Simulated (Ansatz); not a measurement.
**CH₁₀N₂Si₂: up Jacob's ladder to CCSD(T)**

One table from this session's results is given with a row withheld; the runs are named, their logs left out.

Method: functionals in def2-TZVPP, the program's frozen cores in correlated methods; program: Ansatz 0.2.0, Gaussian basis.

The runs, in order: LDA (SPW92), PBE-D4, revPBE-D4, BLYP-D4, r2SCAN-D4, B97M-V, PBE0-D4, B3LYP-D4, r2SCANh-D4, r2SCAN0-D4, HSE06-D4, BHLYP-D4, CAM-B3LYP-D4, LC-ωPBE, ωB97X-V, ωB97M-V, B2PLYP, PBE-QIDH; CCSD(T)/def2-SVP; CCSD(T)/def2-TZVPP; MP2/def2-QZVPP; extrapolation to the limit; RPA on PBE.

## The geometry

An earlier PBE0-D4 in a triple-zeta def2 set relaxation fixed the geometry.

SMILES `C[Si](N)(N)[SiH3]`, 15 atoms, charge 0, spin multiplicity 1.

Atoms are counted from 1 here; the program's logs count them from 0.

Bond lengths: C1–Si2 1.872 Å, C1–H6 1.094 Å, C1–H7 1.094 Å, C1–H8 1.093 Å, Si2–N3 1.722 Å, Si2–N4 1.717 Å, Si2–Si5 2.358 Å, N3–H9 1.008 Å, N3–H10 1.007 Å, N4–H11 1.006 Å, N4–H12 1.008 Å, Si5–H13 1.492 Å, Si5–H14 1.494 Å, Si5–H15 1.491 Å. Angles: Si2–C1–H6 111.5°, Si2–C1–H7 110.6°, Si2–C1–H8 110.7°, H6–C1–H7 108.2°, H6–C1–H8 107.6°, H7–C1–H8 108.1°, C1–Si2–N3 105.4°, C1–Si2–N4 116.9°, C1–Si2–Si5 109.1°, N3–Si2–N4 105.9°, N3–Si2–Si5 115.1°, N4–Si2–Si5 104.8°, Si2–N3–H9 119.9°, Si2–N3–H10 120.0°, H9–N3–H10 111.3°, Si2–N4–H11 121.4°, Si2–N4–H12 120.7°, H11–N4–H12 111.9° and more.

The first run:

in.yaml reads:

```yaml
crystal:
  periodic: [false, false, false]
  atoms:
    - {symbol: C, position_ang: [-1.312258, -0.110278, 1.294536]}
    - {symbol: Si, position_ang: [0.135127, -0.281917, 0.120321]}
    - {symbol: N, position_ang: [1.534935, -0.313640, 1.122363]}
    - {symbol: N, position_ang: [0.200555, -1.713190, -0.826138]}
    - {symbol: Si, position_ang: [0.066715, 1.475346, -1.449997]}
    - {symbol: H, position_ang: [-1.267250, 0.829482, 1.852616]}
    - {symbol: H, position_ang: [-1.324069, -0.934889, 2.013311]}
    - {symbol: H, position_ang: [-2.257633, -0.124654, 0.746480]}
    - {symbol: H, position_ang: [2.450339, -0.373281, 0.705779]}
    - {symbol: H, position_ang: [1.556176, 0.220952, 1.975409]}
    - {symbol: H, position_ang: [-0.278793, -1.781065, -1.707957]}
    - {symbol: H, position_ang: [0.312236, -2.614265, -0.388333]}
    - {symbol: H, position_ang: [-0.186108, 2.780505, -0.772859]}
    - {symbol: H, position_ang: [-1.009534, 1.293214, -2.469771]}
    - {symbol: H, position_ang: [1.357662, 1.596881, -2.186558]}
basis:
  gaussian: {orbitals: def2-TZVPP}
hamiltonian: {xc: lda}
output: {orbitals: {seedname: orbitals}}
```

Run with:

```console
$ ansatz run in.yaml --threads 2 --pin off --events-out ev --progress --plain --max-ram 32768MiB --backend cuda --devices 0, --max-vram 18GiB
```

Among the steps run: LDA; PBE-D4 (GGA); revPBE-D4 (GGA); BLYP-D4 (GGA); r2SCAN-D4 (meta-GGA); B97M-V (meta-GGA); PBE0-D4 (hybrid); B3LYP-D4 (hybrid); r2SCANh-D4 (hybrid); r2SCAN0-D4 (hybrid); HSE06-D4 (hybrid); BHLYP-D4 (hybrid); CAM-B3LYP-D4 (range-separated); LC-ωPBE (range-separated); ωB97X-V (range-separated); ωB97M-V (range-separated); B2PLYP (double hybrid); PBE-QIDH (double hybrid).

One table of the session follows, with a row left open; its other results are not shown here.

It belongs to the step «Frontier levels by functional». 

```
  functional  HOMO (eV)  LUMO (eV)  gap (eV)
 LDA (SPW92)      -5.62      -0.46      5.16
      PBE-D4      -5.51      -0.28      5.23
   revPBE-D4      -5.45      -0.19      5.26
     BLYP-D4      -5.40      -0.16      5.24
   r2SCAN-D4          ?          ?         ?
      B97M-V      -5.89      -0.19      5.71
     PBE0-D4      -6.74       0.55      7.29
    B3LYP-D4      -6.54       0.33      6.88
  r2SCANh-D4      -6.22       0.33      6.55
  r2SCAN0-D4      -6.91       0.75      7.66
    HSE06-D4      -6.34       0.18      6.52
    BHLYP-D4      -7.89       1.31      9.20
CAM-B3LYP-D4      -8.07       1.47      9.54
     LC-ωPBE      -9.36       2.69     12.04
     ωB97X-V      -9.04       2.50     11.55
     ωB97M-V      -8.88       2.09     10.98
```

Estimate the missing values for r2SCAN-D4.

Worked estimate for «HOMO (eV)». Against the share of exact exchange, r2SCANh-D4 (0.1, -6.22), r2SCAN0-D4 (0.25, -6.91) give a slope of -4.60 per unit share; at 0 the line stands at -5.76.

The run gave: HOMO (eV): -5.76; LUMO (eV): 0.05; gap (eV): 5.81. In «HOMO (eV)» the line misses by 0.00.
